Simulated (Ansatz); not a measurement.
# RPA@PBE0/def2-TZVPPD run of AlO (SMILES [O]=[Al])

What is the electronic atomisation energy of AlO at RPA@PBE0/def2-TZVPPD? 

The results are computed with Ansatz 0.2.0.

36 further runs of the same task are left out: 36 set aside as unsound or not needed.

## Step 1: The molecule

AlO: 2 atoms, total charge 0, spin state doublet. SMILES: `[O]=[Al]`. Geometry: relaxed at PBE0-D4/def2-TZVP.

Bond lengths: O1–Al2 1.620 Å.

## Step 2: A single-point energy at RPA@PBE0/def2-TZVPPD

Input file in.yaml:

```yaml
crystal:
  periodic: [false, false, false]
  atoms:
    - {symbol: O, position_ang: [0.000000, -0.000000, -0.024920]}
    - {symbol: Al, position_ang: [-0.000000, 0.000000, 1.594970]}
basis:
  gaussian: {orbitals: def2-TZVPPD.json}
magnetization: {spin_polarized: true, initial_magnetization: 1}
hamiltonian: {xc: pbe0}
correlation: {method: rpa, frozen_orbitals: {Al: 5, O: 1}}
accuracy: high
```

The basis set def2-TZVPPD is read from a file made from the Basis Set Exchange's data (not shown).

The run is started by

```sh
$ ansatz run in.yaml --threads 1 --pin off --max-ram 3480MiB --events-out events.jsonl --progress --plain --runs-dir runs
```

The program printed:

```text
Warning: RAYON_NUM_THREADS=1 ignored (pool sized by the plan → 1); use --threads N
Functional definition: PBE0
  name "PBE0"
  parameter a = 0.25
  parameter kappa = 0.804
  parameter beta = 0.06672455060314922
  exchange = (1 - a)*pbe_x(kappa = kappa, mu = beta*pi^2/3) + a*exact_x
  correlation = pbe_c(beta = beta)
1150 factors; integrals over basis functions are off by at most 3.3e-9 eV
mean field evaluation 1: about -8626.3139 eV, gradient 5.4e1 eV
mean field evaluation 2: about -8626.3496 eV, gradient 5.4e1 eV
mean field evaluation 4: about -8634.0014 eV, gradient 2.7e1 eV
mean field evaluation 8: about -8638.3322 eV, gradient 1.9e0 eV
mean field evaluation 16: about -8638.3685 eV, gradient 3.7e-3 eV
mean field evaluation 32: about -8638.1608 eV, gradient 1.3e0 eV
mean field -8638.36851886 eV, -317.4541877718 hartree, gradient 8.8e-9 eV, S^2 0.761598; 2 other end points of the search recorded, 0 dependent functions left out
6 core orbitals not correlated: weight in the atoms' cores, before any rotation towards them, 1.000 or more for the frozen orbitals, at most 0.000 for the correlated occupied ones
reference -8619.38083403 eV, -316.7564032245 hartree; 5, 4 occupied and 77, 78 virtual orbitals, 1150 factors
Total energy: -8631.04509194 eV, -317.1850567965 hartree
```

Wall time 8.1 s (1 thread of Arm Neoverse V1, shared host); peak memory 0.26 GiB.

## Step 3: The Al atom at the same level

Input file run.yaml:

```yaml
crystal:
  periodic: [false, false, false]
  atoms:
    - {symbol: Al, position_ang: [0.000000, 0.000000, 0.000000]}
basis:
  gaussian:
    orbitals: def2-TZVPPD.json
hamiltonian:
  xc: pbe0
magnetization:
  spin_polarized: true
  initial_magnetization: 1
accuracy: high
correlation:
  method: rpa
  frozen_orbitals: {Al: 5}
```

The basis set def2-TZVPPD is read from a file made from the Basis Set Exchange's data (not shown).

Run the same way, it converges to -241.95605 Eh (log not shown).

## Step 4: The O atom at the same level

Input file molecule.yaml:

```yaml
crystal:
  periodic: [false, false, false]
  atoms:
    - {symbol: O, position_ang: [0.000000, 0.000000, 0.000000]}
basis:
  gaussian: {orbitals: def2-TZVPPD.json}
magnetization: {spin_polarized: true, initial_magnetization: 2}
hamiltonian: {xc: pbe0}
correlation: {method: rpa, frozen_orbitals: {O: 1}}
accuracy: high
```

The basis set def2-TZVPPD is read from a file made from the Basis Set Exchange's data (not shown).

The run is started by

```sh
$ ansatz run molecule.yaml --threads 1 --pin off --max-ram 3480MiB --events-out events.jsonl --progress --plain --runs-dir runs
```

The program printed:

```text
Warning: RAYON_NUM_THREADS=1 ignored (pool sized by the plan → 1); use --threads N
[... 7 set-up lines as earlier in the session ...]
387 factors; integrals over basis functions are off by at most 3.2e-9 eV
mean field evaluation 1: about -2041.2175 eV, gradient 7.7e0 eV
mean field evaluation 2: about -2041.2179 eV, gradient 7.7e0 eV
mean field evaluation 4: about -2041.3727 eV, gradient 1.3e0 eV
mean field evaluation 8: about -2041.3778 eV, gradient 9.5e-4 eV
mean field evaluation 16: about -2041.3778 eV, gradient 1.4e-8 eV
mean field -2041.37776052 eV, -75.0192490037 hartree, gradient 1.4e-8 eV, S^2 2.003890; 0 other end points of the search recorded, 0 dependent functions left out
1 core orbitals not correlated: weight in the atoms' cores, before any rotation towards them, 1.000 or more for the frozen orbitals, at most 0.000 for the correlated occupied ones
reference -2035.75741269 eV, -74.8127050303 hartree; 4, 2 occupied and 35, 37 virtual orbitals, 387 factors
Total energy: -2042.31391269 eV, -75.0536519611 hartree
```

Wall time 0.7 s (1 thread of Arm Neoverse V1, shared host); peak memory 0.093 GiB.

## Step 5: Summary of results

At RPA@PBE0/def2-TZVPPD, 6 core orbitals frozen:

| quantity | value |
| --- | --- |
| molecule: total energy | -317.18506 Eh |
| molecule: RPA correlation energy (valence) | -428.7 mEh |
| molecule: ⟨S²⟩ of the reference determinant | 0.762 |
| Al atom: total energy | -241.95605 Eh |
| Al atom: RPA correlation energy (valence) | -86.1 mEh |
| Al atom: ⟨S²⟩ of the reference determinant | 0.757 |
| O atom: total energy | -75.05365 Eh |
| O atom: RPA correlation energy (valence) | -240.9 mEh |
| O atom: ⟨S²⟩ of the reference determinant | 2.004 |
| electronic atomisation energy | 4.772 eV |

Taking the molecule apart into free atoms costs 4.77 eV (110 kcal/mol), before zero-point energy and without spin-orbit coupling.
